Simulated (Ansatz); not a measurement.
# CH₅F₂NSi₂: how energies converge with the basis set

How large a basis does CH₅F₂NSi₂ need? Two functionals are run in growing sets.

Method: one geometry, several basis sets; program: Ansatz 0.2.0, Gaussian basis.

Levels to be run: PBE0-D4/def2-SVP; ωB97M-V/def2-SVP; PBE0-D4/def2-QZVPP; ωB97M-V/def2-QZVPP; the functionals' def2-TZVPP values are taken from earlier runs.

## (1) Structure used throughout

The geometry comes from an earlier relaxation with PBE0-D4 in a triple-zeta def2 set; it is a stationary point, not always the lowest conformer.

SMILES `N=C(F)[SiH](F)[SiH3]`, 11 atoms, charge 0, spin multiplicity 1.

Atoms are counted from 1 here; the program's logs count them from 0.

Bond lengths: N1–C2 1.249 Å, N1–H7 1.022 Å, C2–F3 1.354 Å, C2–Si4 1.896 Å, Si4–F5 1.602 Å, Si4–Si6 2.338 Å, Si4–H8 1.485 Å, Si6–H9 1.484 Å, Si6–H10 1.487 Å, Si6–H11 1.484 Å. Angles: C2–N1–H7 113.2°, N1–C2–F3 122.4°, N1–C2–Si4 120.7°, F3–C2–Si4 116.9°, C2–Si4–F5 108.0°, C2–Si4–Si6 107.4°, C2–Si4–H8 107.4°, F5–Si4–Si6 111.9°, F5–Si4–H8 107.5°, Si6–Si4–H8 114.5°, Si4–Si6–H9 109.7°, Si4–Si6–H10 109.2°, Si4–Si6–H11 108.7°, H9–Si6–H10 109.5°, H9–Si6–H11 110.5°, H10–Si6–H11 109.3°.

As a file:

| atom | x (Å) | y (Å) | z (Å) |
| --- | --- | --- | --- |
| N1 | 0.5694 | 0.9313 | 1.6653 |
| C2 | -0.4988 | 0.3161 | 1.4653 |
| F3 | -1.5122 | 0.3106 | 2.3627 |
| Si4 | -0.7436 | -0.7108 | -0.1097 |
| F5 | -2.2272 | -0.4408 | -0.6499 |
| Si6 | 0.8810 | -0.0311 | -1.6473 |
| H7 | 0.5980 | 1.4050 | 2.5700 |
| H8 | -0.6636 | -2.1424 | 0.2780 |
| H9 | 0.8096 | 1.4397 | -1.8317 |
| H10 | 0.6363 | -0.7082 | -2.9489 |
| H11 | 2.2163 | -0.4265 | -1.1332 |

## (2) PBE0-D4 in def2-SVP

File in.yaml:

```yaml
crystal:
  periodic: [false, false, false]
  atoms:
    - {symbol: N, position_ang: [0.569425, 0.931311, 1.665257]}
    - {symbol: C, position_ang: [-0.498824, 0.316112, 1.465311]}
    - {symbol: F, position_ang: [-1.512162, 0.310603, 2.362651]}
    - {symbol: Si, position_ang: [-0.743551, -0.710815, -0.109729]}
    - {symbol: F, position_ang: [-2.227201, -0.440818, -0.649903]}
    - {symbol: Si, position_ang: [0.881047, -0.031092, -1.647279]}
    - {symbol: H, position_ang: [0.598012, 1.405015, 2.570018]}
    - {symbol: H, position_ang: [-0.663636, -2.142398, 0.277993]}
    - {symbol: H, position_ang: [0.809621, 1.439678, -1.831728]}
    - {symbol: H, position_ang: [0.636305, -0.708229, -2.948866]}
    - {symbol: H, position_ang: [2.216264, -0.426468, -1.133225]}
basis:
  gaussian: {orbitals: def2-SVP}
hamiltonian: {xc: pbe0, dispersion: d4}
output: {orbitals: {seedname: orbitals}}
```

On the command line:

```
$ ansatz run in.yaml --threads 4 --pin off --events-out ev --progress --plain --max-ram 10444MiB
```

The runs that follow: ωB97M-V in def2-SVP; PBE0-D4 in def2-QZVPP; ωB97M-V in def2-QZVPP.

Before running them: what should the planned runs give, taken together? Wanted: PBE0-D4: double and triple zeta above quadruple; ωB97M-V: double and triple zeta above quadruple.

**Answer**, as computed:

| quantity | value |
| --- | --- |
| PBE0-D4: double and triple zeta above quadruple | 16.36, 0.96 eV |
| ωB97M-V: double and triple zeta above quadruple | 16.57, 0.90 eV |

PBE0-D4 gains 15.40 eV from double to triple zeta, then 0.96 eV more. These are total energies; as a rule much of such shifts cancels in differences, which this series doesn't test.
